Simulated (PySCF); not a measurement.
# One shape, several levels: CH10AsBSi (SMILES [SiH3]C[BH2-][AsH3+])

We compute a comparison of 6 runs (HF/STO-3G, HF/3-21G, HF/def2-SVP, B3LYP/6-31G*, TPSSh/6-311G**, MP2/cc-pVDZ) of CH10AsBSi. Input form: a Python script.

The results are computed with PySCF 2.14.0.

### Step 1. The system as given

The species is CH10AsBSi (14 atoms), meant as a singlet with charge 0. SMILES: `[SiH3]C[BH2-][AsH3+]`. The shape comes from GFN2-xTB, which is rough for such elements, and wasn't checked as a minimum. This is one conformer, not always the lowest.

Bond lengths: Si1–C2 1.899 Å, C2–B3 1.591 Å, B3–As4 2.303 Å, Si1–H5 1.465 Å, Si1–H6 1.470 Å, Si1–H7 1.465 Å, C2–H8 1.096 Å, C2–H9 1.096 Å, B3–H10 1.182 Å, B3–H11 1.182 Å, As4–H12 1.488 Å, As4–H13 1.488 Å, As4–H14 1.507 Å. Some angles: Si1–C2–B3 111.7°, C2–B3–As4 97.3°, Si1–C2–H8 107.1°, Si1–C2–H9 107.1°, B3–C2–H8 112.0°, B3–C2–H9 112.0°, C2–Si1–H5 110.5°, C2–Si1–H6 108.3°, C2–Si1–H7 110.5°, C2–B3–H10 118.0°.

### Step 2. Energy and gradient at HF/STO-3G (run 1)

Contents of calc.py:

```python
# [SiH3]C[BH2-][AsH3+]
from pyscf import gto

system = gto.M(
    atom=[
    ('Si', (-0.788570, 2.246160, -0.357240)),
    ('C', (-0.248720, 0.540400, 0.280340)),
    ('B', (0.287730, -0.384770, -0.897930)),
    ('As', (0.779620, -2.234550, 0.382240)),
    ('H', (-1.873610, 2.108680, -1.332440)),
    ('H', (-1.272370, 3.033980, 0.785650)),
    ('H', (0.343150, 2.945780, -0.970800)),
    ('H', (0.514460, 0.710180, 1.048180)),
    ('H', (-1.113600, 0.097940, 0.787350)),
    ('H', (-0.504210, -0.844480, -1.646020)),
    ('H', (1.354330, -0.145850, -1.348740)),
    ('H', (-0.371100, -2.580890, 1.259710)),
    ('H', (1.593940, -1.844940, 1.565050)),
    ('H', (1.298960, -3.647620, 0.444650)),
],
    verbose=4,
    max_memory=1860,
    spin=0,
    basis='sto-3g',
    charge=0,
)

mf = system.RHF()
mf.conv_tol = 1e-10
mf.kernel()
if not mf.converged:
    mf = mf.newton().run(mf.mo_coeff, mf.mo_occ)

etot = mf.e_tot
print('E = %.10f Eh' % etot)
grad = mf.nuc_grad_method().kernel()
mf.analyze()
```

Launch:

```
$ OMP_NUM_THREADS=1 python calc.py
```

Output:

```text
PySCF version 2.14.0

[... 82 lines left out ...]
One-electron Energy =                -4187.106407888487411
[... 6 lines left out ...]
MO #2   energy= -67.9543892414739  occ= 2
[... 4 lines left out ...]
MO #7   energy= -10.9400521597492  occ= 2
[... 4 lines left out ...]
MO #12  energy= -5.34039911260868  occ= 2
[... 4 lines left out ...]
MO #17  energy= -1.2195652707725   occ= 2
[... 4 lines left out ...]
MO #22  energy= -0.872976729564352 occ= 2
[... 4 lines left out ...]
MO #27  energy= -0.491249091547241 occ= 2
[... 4 lines left out ...]
MO #32  energy= -0.377472749707558 occ= 2
[... 4 lines left out ...]
MO #37  energy= 0.456382526668571  occ= 0
[... 4 lines left out ...]
MO #42  energy= 0.611693864019557  occ= 0
[... 4 lines left out ...]
MO #47  energy= 0.894486720254697  occ= 0
[... 25 lines left out ...]
pop of  3 As 2px          2.00000
pop of  3 As 2py          2.00000
pop of  3 As 2pz          2.00000
pop of  3 As 3px          1.99913
pop of  3 As 3py          1.99903
pop of  3 As 3pz          1.99918
pop of  3 As 4px          0.90206
pop of  3 As 4py          0.99273
pop of  3 As 4pz          1.15341
pop of  3 As 3dxy         1.99751
pop of  3 As 3dyz         1.99830
pop of  3 As 3dz^2        1.99777
pop of  3 As 3dxz         1.99352
pop of  3 As 3dx2-y2      1.99616
pop of  4 H 1s            1.14902
pop of  5 H 1s            1.15578
pop of  6 H 1s            1.14903
pop of  7 H 1s            0.99325
pop of  8 H 1s            0.99322
pop of  9 H 1s            1.08675
pop of  10 H 1s           1.08675
pop of  11 H 1s           1.07134
pop of  12 H 1s           1.07134
pop of  13 H 1s           1.06412
 ** Mulliken atomic charges  **
charge of    0Si =      0.60511
charge of    1C =     -0.26235
charge of    2B =     -0.02756
charge of    3As =      0.50540
charge of    4H =     -0.14902
charge of    5H =     -0.15578
charge of    6H =     -0.14903
charge of    7H =      0.00675
charge of    8H =      0.00678
charge of    9H =     -0.08675
charge of   10H =     -0.08675
charge of   11H =     -0.07134
charge of   12H =     -0.07134
charge of   13H =     -0.06412
Dipole moment(X, Y, Z, Debye):  0.83444, -3.19359,  2.30949
```

It took 4.2 s on 1 thread of Intel Xeon 6975P-C (Granite Rapids), shared host; peak memory 0.12 GiB.

### Step 3. Energy and gradient at HF/3-21G (run 2)

Contents of input.py:

```python
# [SiH3]C[BH2-][AsH3+]
import pyscf.grad
from pyscf import gto, scf

molecule = gto.M(
    atom='''
Si    -1.490181     4.244627    -0.675086
C     -0.470013     1.021208     0.529766
B      0.543731    -0.727110    -1.696842
As     1.473268    -4.222688     0.722329
H     -3.540610     3.984828    -2.517947
H     -2.404431     5.733391     1.484663
H      0.648460     5.566717    -1.834546
H      0.972189     1.342046     1.980773
H     -2.104399     0.185080     1.487876
H     -0.952819    -1.595836    -3.110527
H      2.559313    -0.275617    -2.548749
H     -0.701277    -4.877175     2.380507
H      3.012110    -3.486431     2.957516
H      2.454679    -6.893003     0.840267
''',
    unit='bohr',
    basis='3-21g',
    verbose=3,
    spin=0,
    max_memory=1860,
)

calc0 = scf.RHF(molecule)
calc0.conv_tol = 1e-10
calc0.kernel()
if not calc0.converged:
    calc0 = calc0.newton().run(calc0.mo_coeff, calc0.mo_occ)

e_tot = calc0.e_tot
print('E = %.10f Eh' % e_tot)
grad = calc0.Gradients().kernel()
dip = calc0.dip_moment()
pop, q = calc0.mulliken_pop()
```

Launch:

```
$ OMP_NUM_THREADS=1 python input.py
```

Output:

```text
converged SCF energy = -2578.75584371785
E = -2578.7558437179 Eh
--------------- RHF gradients ---------------
         x                y                z
0 Si    -0.0007097415     0.0037733775    -0.0040851507
1 C    -0.0014629795     0.0101857352    -0.0147735951
2 B     0.0004173737    -0.0052738865     0.0104466783
3 As    -0.0029878125     0.0163527002    -0.0201026066
4 H     0.0066670495    -0.0006887256     0.0069045506
5 H     0.0033590261    -0.0067049958    -0.0050702236
6 H    -0.0062795922    -0.0055737976     0.0048414534
7 H     0.0032947177    -0.0018732169     0.0027653122
8 H    -0.0019185527    -0.0038105731     0.0019362170
9 H     0.0042850619     0.0025916672     0.0038059680
10 H    -0.0058279683    -0.0012011159     0.0022107701
11 H     0.0136353942    -0.0013962020     0.0005081547
12 H    -0.0090261106    -0.0098683127    -0.0030412632
13 H    -0.0034458659     0.0034873460     0.0136537349
----------------------------------------------
Dipole moment(X, Y, Z, Debye):  0.67851, -2.53685,  1.73221
 ** Mulliken pop  **
pop of  0 Si 1s           1.99859
pop of  0 Si 2s           1.97373
pop of  0 Si 3s           0.67883
pop of  0 Si 4s           0.46920
pop of  0 Si 2px          1.95732
pop of  0 Si 2py          1.95553
pop of  0 Si 2pz          1.95731
pop of  0 Si 3px          0.53122
pop of  0 Si 3py          0.48896
pop of  0 Si 3pz          0.52779
pop of  0 Si 4px          0.17679
pop of  0 Si 4py          0.11129
pop of  0 Si 4pz          0.17190
pop of  1 C 1s            1.98853
pop of  1 C 2s            0.32651
pop of  1 C 3s            1.25056
pop of  1 C 2px           0.51915
pop of  1 C 2py           0.51931
pop of  1 C 2pz           0.54299
pop of  1 C 3px           0.60737
pop of  1 C 3py           0.74339
pop of  1 C 3pz           0.64640
pop of  2 B 1s            1.99001
pop of  2 B 2s            0.37082
pop of  2 B 3s            0.72646
pop of  2 B 2px           0.52989
pop of  2 B 2py           0.25789
pop of  2 B 2pz           0.44066
pop of  2 B 3px           0.31603
pop of  2 B 3py           0.12751
pop of  2 B 3pz           0.13930
pop of  3 As 1s           1.99983
pop of  3 As 2s           1.99733
pop of  3 As 3s           1.99993
pop of  3 As 4s           0.77770
pop of  3 As 5s           0.91799
pop of  3 As 2px          1.99768
pop of  3 As 2py          1.99764
pop of  3 As 2pz          1.99780
pop of  3 As 3px          1.98471
pop of  3 As 3py          1.98522
pop of  3 As 3pz          1.98622
pop of  3 As 4px          0.54724
pop of  3 As 4py          0.59141
pop of  3 As 4pz          0.64228
pop of  3 As 5px          0.29132
pop of  3 As 5py          0.37826
pop of  3 As 5pz          0.50554
pop of  3 As 3dxy         1.99769
pop of  3 As 3dyz         1.99548
pop of  3 As 3dz^2        1.99813
pop of  3 As 3dxz         1.99559
pop of  3 As 3dx2-y2      1.99657
pop of  4 H 1s            0.43504
pop of  4 H 2s            0.76333
pop of  5 H 1s            0.43386
pop of  5 H 2s            0.77466
pop of  6 H 1s            0.43510
pop of  6 H 2s            0.76331
pop of  7 H 1s            0.45538
pop of  7 H 2s            0.33641
pop of  8 H 1s            0.45538
pop of  8 H 2s            0.33636
pop of  9 H 1s            0.46305
pop of  9 H 2s            0.54811
pop of  10 H 1s           0.46308
pop of  10 H 2s           0.54808
pop of  11 H 1s           0.42768
pop of  11 H 2s           0.62760
pop of  12 H 1s           0.42769
pop of  12 H 2s           0.62756
pop of  13 H 1s           0.41942
pop of  13 H 2s           0.63609
 ** Mulliken atomic charges  **
charge of    0Si =      1.00153
charge of    1C =     -1.14421
charge of    2B =      0.10144
charge of    3As =      0.41842
charge of    4H =     -0.19838
charge of    5H =     -0.20852
charge of    6H =     -0.19841
charge of    7H =      0.20821
charge of    8H =      0.20827
charge of    9H =     -0.01116
charge of   10H =     -0.01115
charge of   11H =     -0.05528
charge of   12H =     -0.05525
charge of   13H =     -0.05551
```

Wall time 3.6 s (1 thread of Intel Xeon 6975P-C (Granite Rapids), shared host); peak memory 0.14 GiB.

Runs 3 to 4 aren't shown in full; the table further down has their settings and results.

### Step 4. Energy and forces at TPSSh/6-311G(d,p) (run 5)

Edit calc.py of step 2 so:

```diff
@@ -1,5 +1,5 @@
 # [SiH3]C[BH2-][AsH3+]
-from pyscf import gto
+from pyscf import gto, dft
 
-system = gto.M(
+mol = gto.M(
     atom=[
@@ -21,5 +21,5 @@
     verbose=4,
+    basis='6-311g**',
+    spin=0,
     max_memory=1860,
-    spin=0,
-    basis='sto-3g',
     charge=0,
@@ -27,11 +27,14 @@
 
-mf = system.RHF()
-mf.conv_tol = 1e-10
-mf.kernel()
-if not mf.converged:
-    mf = mf.newton().run(mf.mo_coeff, mf.mo_occ)
+myscf = dft.RKS(mol)
+myscf.xc = 'tpssh'
+myscf.grids.level = 5
+myscf.conv_tol = 1e-10
+myscf.kernel()
+if not myscf.converged:
+    myscf = myscf.newton().run(myscf.mo_coeff, myscf.mo_occ)
 
-etot = mf.e_tot
-print('E = %.10f Eh' % etot)
-grad = mf.nuc_grad_method().kernel()
-mf.analyze()
+etot = myscf.e_tot
+print('E(%s) = %.9f' % ('TPSSH', etot))
+grad = myscf.nuc_grad_method().kernel()
+dip = myscf.dip_moment()
+pop, q = myscf.mulliken_pop()
```

Launch:

```
$ OMP_NUM_THREADS=1 python calc.py
```

Output:

```text
PySCF version 2.14.0

[... 83 lines left out ...]
converged SCF energy = -2594.28197508298
[... 13 lines left out ...]
Dipole moment(X, Y, Z, Debye):  0.62754, -2.44399,  1.83339
[... 142 lines left out ...]
pop of  9 H 2pz           0.00550
pop of  10 H 1s           0.26677
pop of  10 H 2s           0.56334
pop of  10 H 3s           0.15849
pop of  10 H 2px          0.00782
pop of  10 H 2py          0.00213
pop of  10 H 2pz          0.00381
pop of  11 H 1s           0.24043
pop of  11 H 2s           0.57184
pop of  11 H 3s           0.16796
pop of  11 H 2px          0.00760
pop of  11 H 2py          0.00278
pop of  11 H 2pz          0.00649
pop of  12 H 1s           0.24044
pop of  12 H 2s           0.57183
pop of  12 H 3s           0.16792
pop of  12 H 2px          0.00489
pop of  12 H 2py          0.00266
pop of  12 H 2pz          0.00932
pop of  13 H 1s           0.23529
pop of  13 H 2s           0.57602
pop of  13 H 3s           0.15045
pop of  13 H 2px          0.00317
pop of  13 H 2py          0.01090
pop of  13 H 2pz          0.00275
 ** Mulliken atomic charges  **
charge of    0Si =      0.58141
charge of    1C =     -0.67674
charge of    2B =     -0.03609
charge of    3As =      0.18987
charge of    4H =     -0.11459
charge of    5H =     -0.12416
charge of    6H =     -0.11461
charge of    7H =      0.13616
charge of    8H =      0.13619
charge of    9H =     -0.00232
charge of   10H =     -0.00235
charge of   11H =      0.00289
charge of   12H =      0.00293
charge of   13H =      0.02141
```

Wall time 1.9 min (1 thread of Intel Xeon 6975P-C (Granite Rapids), shared host); peak memory 2.1 GiB.

### Step 5. Energy and gradient at MP2/cc-pVDZ (run 6)

Contents of calc.py:

```python
import pyscf.grad
from pyscf import gto, scf, mp

mol = gto.M(
    atom='''
Si  -0.788570   2.246160  -0.357240
C   -0.248720   0.540400   0.280340
B    0.287730  -0.384770  -0.897930
As   0.779620  -2.234550   0.382240
H   -1.873610   2.108680  -1.332440
H   -1.272370   3.033980   0.785650
H    0.343150   2.945780  -0.970800
H    0.514460   0.710180   1.048180
H   -1.113600   0.097940   0.787350
H   -0.504210  -0.844480  -1.646020
H    1.354330  -0.145850  -1.348740
H   -0.371100  -2.580890   1.259710
H    1.593940  -1.844940   1.565050
H    1.298960  -3.647620   0.444650
''',
    charge=0,
    max_memory=1860,
    verbose=4,
    basis='cc-pvdz',
)

mf = scf.RHF(mol)
mf.conv_tol = 1e-10
mf.kernel()
if not mf.converged:
    mf = mf.newton().run(mf.mo_coeff, mf.mo_occ)

pt = mp.MP2(mf, frozen=16).run()
e_final = pt.e_tot
print('Final energy', e_final)
grad = pt.Gradients().kernel()
mf.analyze()
```

Launch:

```
$ OMP_NUM_THREADS=1 python calc.py
```

Output:

```text
PySCF version 2.14.0

[... 97 lines left out ...]
MO #3   energy= -56.3792199464779  occ= 2
[... 11 lines left out ...]
MO #15  energy= -4.21954490371911  occ= 2
[... 11 lines left out ...]
MO #27  energy= -0.529300066999367 occ= 2
[... 11 lines left out ...]
MO #39  energy= 0.197624203702308  occ= 0
[... 11 lines left out ...]
MO #51  energy= 0.450792878792841  occ= 0
[... 11 lines left out ...]
MO #63  energy= 0.670287867551655  occ= 0
[... 11 lines left out ...]
MO #75  energy= 0.957934343394646  occ= 0
[... 11 lines left out ...]
MO #87  energy= 1.45868464761683   occ= 0
[... 11 lines left out ...]
MO #99  energy= 1.81115921395492   occ= 0
[... 11 lines left out ...]
MO #111 energy= 2.20751053703261   occ= 0
[... 11 lines left out ...]
MO #123 energy= 2.90408596695151   occ= 0
[... 101 lines left out ...]
pop of  9 H 2s            0.00405
pop of  9 H 2px           0.00100
pop of  9 H 2py           0.00029
pop of  9 H 2pz           0.00110
pop of  10 H 1s           1.03158
pop of  10 H 2s           0.00405
pop of  10 H 2px          0.00171
pop of  10 H 2py          0.00018
pop of  10 H 2pz          0.00050
pop of  11 H 1s           1.02944
pop of  11 H 2s           0.00461
pop of  11 H 2px          0.00290
pop of  11 H 2py          0.00032
pop of  11 H 2pz          0.00210
pop of  12 H 1s           1.02943
pop of  12 H 2s           0.00462
pop of  12 H 2px          0.00145
pop of  12 H 2py          0.00030
pop of  12 H 2pz          0.00358
pop of  13 H 1s           1.02082
pop of  13 H 2s           0.00482
pop of  13 H 2px          0.00058
pop of  13 H 2py          0.00424
pop of  13 H 2pz          0.00012
 ** Mulliken atomic charges  **
charge of    0Si =      0.66295
charge of    1C =     -0.49768
charge of    2B =     -0.13025
charge of    3As =      0.42652
charge of    4H =     -0.14427
charge of    5H =     -0.14719
charge of    6H =     -0.14430
charge of    7H =      0.07978
charge of    8H =      0.07982
charge of    9H =     -0.03802
charge of   10H =     -0.03801
charge of   11H =     -0.03938
charge of   12H =     -0.03937
charge of   13H =     -0.03059
Dipole moment(X, Y, Z, Debye):  0.69160, -2.59053,  1.77549
```

Wall time 55 s (1 thread of Intel Xeon 6975P-C (Granite Rapids), shared host); peak memory 1.7 GiB.

### Step 6. All runs side by side

| run | level | integration grid | frozen core orbitals | energy (Eh) | dipole moment (D) of the reference | HOMO energy (eV) | LUMO energy (eV) | wall time |
| --- | --- | --- | --- | --- | --- | --- | --- | --- |
| 1 | HF/STO-3G | – | – | -2562.475817 | 4.03 | -8.54 | 8.23 | 4.2 s |
| 2 | HF/3-21G | – | – | -2578.755844 | 3.15 | -10.57 | 3.27 | 3.6 s |
| 3 | HF/def2-SVP | – | – | -2591.044123 | 3.28 | -10.67 | 3.11 | 16 s |
| 4 | B3LYP/6-31G* (spherical functions) | 5 | – | -2594.054118 | 3.18 | -7.71 | -0.48 | 43 s |
| 5 | TPSSh/6-311G** | 5 | – | -2594.281975 | 3.12 | -7.50 | -0.96 | 1.9 min |
| 6 | MP2/cc-pVDZ | – | 16 | -2591.927998 | 3.22 | -10.62 | 3.12 | 55 s |

### Step 7. What came out

| quantity | value |
| --- | --- |
| run 6: total energy | -2591.92800 Eh |
| run 6: dipole moment (Hartree–Fock density) | 3.22 D |
| run 6: HOMO energy (Hartree–Fock orbitals) | -10.62 eV |
| run 6: LUMO energy (Hartree–Fock orbitals) | 3.12 eV |
| run 6: HOMO–LUMO gap (Hartree–Fock orbitals) | 13.74 eV |
| run 6: correlation energy (16 core orbitals frozen) | -499.2 mEh |
| run 6: largest force on an atom | 0.826 eV/Å |

Over runs 1, 2, 3, 4, 5 the dipole moment (its size) runs from 3.12 D (TPSSh/6-311G**) to 4.03 D (HF/STO-3G). The two ends differ in method and basis. Over runs 1, 2, 3, 4, 5 the HOMO–LUMO gap runs from 6.54 eV (TPSSh/6-311G**) to 16.77 eV (HF/STO-3G). Totals of different functionals can't be ranked against each other. In run 1 the basis is minimal, so the values are rough. All runs together took 4 min, the longest 1.9 min.
